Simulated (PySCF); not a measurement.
# A diatomic session: RuO+

The task here is to estimate one member of a computed series from the others.

Program: PySCF 2.14.0. Level of theory: Ru def2-TZVPPD with ECP28, O def2-TZVPPD, scalar-relativistic core potentials. These are calculated values, not measurements.

The first run:

A driver script around PySCF takes these settings:

- atoms: Ru, O
- charge: 1
- basis: Ru def2-TZVPPD with ECP28, O def2-TZVPPD
- Hamiltonian: scalar-relativistic core potentials
- basis functions: 96
- electrons treated: 23
- masses in u: 101.9043, 15.9949
- levels: PBE0, PBE, r²SCAN, r²SCAN0, r²SCANh, M06, PW91, TPSSh, CAM-B3LYP, HF, MP2, SCS-MP2, CCSD, CCSD(T)
- grid: 80 radial by 434 angular points
- occupations: held fixed by the projection of orbital angular momentum
- dissociation limit: Ru+ + O, each in its ground configuration
- starting distance in angstrom: 1.895
- values of 2S to try: 1, 3, 5, 7

Started as:

```
$ OMP_NUM_THREADS=2 python dia.py task.json out
```

Steps of the session up to this table: Input; The PBE0 curve of the state that the search chose; Excited determinants; PBE (GGA); r²SCAN (meta-GGA); r²SCAN0 (hybrid meta-GGA); r²SCANh (hybrid meta-GGA); M06 (hybrid meta-GGA); PW91 (GGA); TPSSh (hybrid meta-GGA); CAM-B3LYP; ROHF (mean field); MP2 and coupled cluster.

One of the session's tables, all rows but one given; the rest of the session is left out.

It belongs to the step «The curves together». Energy (eV) from each level's lowest point:

| R (Å) | ROHF | ROHF-MP2 | ROHF-SCS-MP2 | ROHF-CCSD | ROHF-CCSD(T) |
| --- | --- | --- | --- | --- | --- |
| 1.424 | 1.719 | 2.535 | 2.491 | n/a | n/a |
| 1.490 | 0.644 | 1.186 | 1.161 | 1.028 | 1.182 |
| 1.557 | 0.121 | 0.382 | 0.377 | 0.334 | 0.424 |
| 1.606 | 0.000 | 0.065 | 0.072 | 0.080 | 0.123 |
| 1.656 | 0.052 | 0.000 | 0.000 | 0.000 | 0.000 |
| 1.706 | 0.224 | 0.302 | 0.241 | 0.049 | 0.020 |
| 1.772 | 0.536 | 1.208 | 1.003 | 0.257 | 0.196 |
| 1.855 | ? | ? | ? | ? | ? |
| 1.954 | 1.348 | 3.778 | 3.288 | 1.295 | 0.935 |
| 2.087 | 1.762 | 5.112 | 4.516 | n/a | n/a |

Estimate the missing values for R (Å) = 1.855.

Worked estimate for «ROHF». A straight line through the neighbours (1.772, 0.536) and (1.954, 1.348) gives 0.536 + (1.348 − 0.536) × (1.855 − 1.772) / (1.954 − 1.772) = 0.906; a parabola fitted to 4 rows on both sides gives 0.939.

**Answer.** ROHF: 0.935; ROHF-MP2: 2.470; ROHF-SCS-MP2: 2.107; ROHF-CCSD: 0.671; ROHF-CCSD(T): 0.516. In «ROHF» the line misses by -0.029 and the parabola by +0.004.
